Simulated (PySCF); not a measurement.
**CdSe₂: triplet, from a end-on start**

Aim: relax CdSe₂ as a triplet from a end-on start, check by its vibrations whether the end is a minimum, and collect its spectrum and constants.

Method: PBE, basis Cd def2-SVP with ECP28, Se def2-SVP, scalar-relativistic core potentials, no spin–orbit coupling, density fitting; program: PySCF 2.14.0.

### Step 1. The system as given

3 atoms, charge 0, spin multiplicity 3.

Bond lengths: Cd1–Se2 2.596 Å, Se2–Se3 2.348 Å. Angles: Cd1–Se2–Se3 119.9°.

```xyz
3
charge 0 multiplicity 3
Cd    0.0000    0.0000    0.0000
Se    0.0000    0.0000    2.5956
Se    2.0358    0.0000    3.7656
```

### Step 2. The SCF at the typed geometry

One driver script runs all steps and calls PySCF; scf.py shows how it sets up the SCF of each step. The optimiser is the driver's own. After this first run the driver tries any further starts and a stability analysis.

scf.py reads:

```python
from pyscf import gto, scf, dft
mol = gto.M(atom='''
Cd     0.000000     0.000000     0.000000
Se     0.000000     0.000000     2.595600
Se     2.035800     0.000000     3.765600''',
    basis={'Cd': 'def2-SVP', 'Se': 'def2-SVP'},
    ecp={'Cd': 'def2-SVP'},
    charge=0, spin=2)
mf = dft.UKS(mol, xc='PBE')
mf.grids.atom_grid = (50, 194)
aux = {'Cd': 'def2-universal-JKFIT', 'Se': 'def2-universal-JKFIT'}
mf = mf.density_fit(auxbasis=aux)
mf.conv_tol = 1e-08
mf.diis_space = 10
mf.max_cycle = 60
mf.init_guess = 'minao'
mf.verbose = 4
mf.kernel()
```

Command:

```bash
$ OMP_NUM_THREADS=2 python axn.py task.json out
```

The runs that follow: Relaxation: end-on start, triplet; Is it a minimum? Harmonic modes.

What does the calculation give? Wanted: minimum; geometry; wavenumbers; dipole moment; highest occupied, lowest empty level; polar-tensor charge of Cd1; zero-point energy; atomisation energy; ⟨S²⟩.

**Answer**, as computed:

| quantity | value |
| --- | --- |
| minimum | triplet, Cs |
| geometry | Cd–Se 3.087 Å, Se–Se 2.219 Å; Cd–Se–Se 111.3° |
| wavenumbers (cm⁻¹) | 32 (a'), 66 (a'), 356 (a') |
| dipole moment | 0.91 D |
| highest occupied, lowest empty level (either spin) | -4.96, -4.38 eV |
| polar-tensor charge of Cd1 | -0.01 e |
| zero-point energy | 2.7 kJ/mol |
| entropy at 298.15 K | 360.2 J/(mol K) |
| atomisation energy (no zero-point energy) | 413 kJ/mol |
| ⟨S²⟩ | 2.003 |

The end-on start keeps its Cs symmetry and ends in a minimum. The strongest infrared band lies at 356 cm⁻¹ (a'). Other starts or spin states, not run here, may lie lower. One determinant may miss the lowest occupation of an open d or f shell.
